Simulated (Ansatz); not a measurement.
The system is CsLiCr2Te2S3.

```
Cs Li Cr Te S
1.0
     3.42162   -5.18069    0.00784
     3.42162    5.18069    0.00784
    -2.90411    0.00000    7.43093
Cs Li Cr Te S
1 1 2 2 3
Direct
  0.09374 0.09374 0.00853
  0.58875 0.58875 0.55336
  0.05646 0.46755 0.55790
  0.46755 0.05646 0.55790
  0.56486 0.87357 0.29035
  0.87357 0.56486 0.29035
  0.81151 0.39697 0.73347
  0.39697 0.81151 0.73347
  0.21404 0.21404 0.48371
```

The cell was built by a generator and needn't be a form met in nature.

```yaml
Program: Ansatz 0.2.0
Task: single point
Functional: PBE
Potentials_or_basis: Ansatz PAW
Cutoff: "420 eV (not typed: the program's choice for these potentials)"
k_mesh: 5 × 5 × 4
Occupations: fermi-dirac, width 0.05 eV
Spin: collinear spin, ferromagnetic start
Starting_moments: "[0.0, 0.0, 3.0, 3.0, 0.0, 0.0, 0.0, 0.0, 0.0] μB"
```

On this cell: pressure 0.0 GPa; largest force 0.016 eV/Å; net moment 4.01 μB per cell; site moments Cs -0.00; Li +0.00; Cr +2.02; Te -0.13; S -0.06, -0.05 μB; band gap on the k mesh none (metal or under the smearing width).

The same run follows on a disturbed copy (atoms moved at random, drawn with an rms of 0.05 Å):

```
Cs Li Cr Te S
1.0
     3.42162   -5.18069    0.00784
     3.42162    5.18069    0.00784
    -2.90411    0.00000    7.43093
Cs Li Cr Te S
1 1 2 2 3
Direct
  0.08534 0.08622 0.00516
  0.58392 0.58588 0.55856
  0.06365 0.47236 0.56229
  0.46962 0.05897 0.55660
  0.56271 0.86673 0.28451
  0.87331 0.56353 0.29533
  0.81158 0.38886 0.72986
  0.39649 0.81693 0.73367
  0.20642 0.21106 0.48262
```

Problem. What changes?

Solution. The energy (extrapolated to zero smearing) moves by +3.3 meV/atom; pressure 0.3 GPa; largest force 0.566 eV/Å; net moment 4.02 μB per cell; site moments Cs -0.00; Li +0.00; Cr +1.94, +2.08; Te -0.14, -0.13; S -0.05 μB; band gap on the k mesh none (metal or under the smearing width).

Forces on the atoms (eV/Å):
```
Cs   0.017  0.001  0.045
Li   0.036 -0.010 -0.054
Cr  -0.078  0.109 -0.172
Cr  -0.274  0.033 -0.493
Te  -0.136  0.121  0.163
Te   0.047  0.020 -0.056
S    0.191  0.122  0.320
S    0.046 -0.128  0.175
S    0.152 -0.268  0.072
```

Stress tensor (GPa, compression positive):
```
 0.70  0.07  0.26
 0.07 -0.15 -0.11
 0.26 -0.11  0.24
```

Caveats: only a ferromagnetic start was run, and an antiferromagnetic order may lie lower in energy.
